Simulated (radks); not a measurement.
**I in [Kr] 4d10 5s1.5 5p5 4f0.5: an all-electron calculation**

One table from this session's results is given with a row withheld; the runs are named, their logs left out.

The numbers are computed with radks (a radial shooting solver on a logarithmic mesh, Libxc functionals) version 1 (Dirac Kohn-Sham, LDA (Slater exchange, VWN5 correlation), spin-unpolarised, spherical densities, finite nucleus; open shells are shared between the two j in proportion to 2j + 1), except any that are marked as measured or tabulated.

### The system

| Item | Value |
| --- | --- |
| element | iodine (Z = 53) |
| charge | 0 |
| electrons | 53 |
| configuration | [Kr] 4d10 5s1.5 5p5 4f0.5 |
| nuclear rms radius | 4.75 fm |

Set-up of the first run:

Settings of this run:

```text
Z 53
configuration [Kr] 4d10 5s1.5 5p5 4f0.5 6s0 5d0 6p0 5f0
relativity Dirac
functional lda,vwn5
spin unpolarised
j_filling average
nucleus finite rms 4.75 fm
c 137.035999084
```

Command:

```console
python run_ks.py task.json out
```

The same process makes all the runs of this session.

One of the session's tables, all rows but one given; the rest of the session is left out.

It belongs to the step «Shells». Radial density 4πr²ρ:

| r (bohr) | 4πr²ρ (e/bohr) |
| --- | --- |
| 0.000949 | 1.791 |
| 0.00162 | 4.484 |
| 0.00279 | 10.80 |
| 0.00478 | 23.54 |
| 0.00823 | 44.61 |
| 0.0141 | 65.49 |
| 0.0242 | 67.59 |
| 0.0414 | 61.46 |
| 0.0713 | 85.31 |
| 0.122 | 73.11 |
| 0.210 | 71.38 |
| 0.359 | 45.78 |
| 0.619 | ? |
| 1.06 | 14.94 |
| 1.82 | 4.567 |
| 3.11 | 1.371 |
| 5.36 | 0.05044 |
| 22.6 | 0.02621 |

Estimate the missing values for r (bohr) = 0.619.

Worked estimate for «4πr²ρ (e/bohr)». A straight line through the neighbours (0.359, 45.78) and (1.06, 14.94) gives 45.78 + (14.94 − 45.78) × (0.619 − 0.359) / (1.06 − 0.359) = 34.34; a parabola fitted to 4 rows on both sides gives 34.23.

**Answer.** 4πr²ρ (e/bohr): 27.07. In «4πr²ρ (e/bohr)» the line misses by +7.27 and the parabola by +7.16.
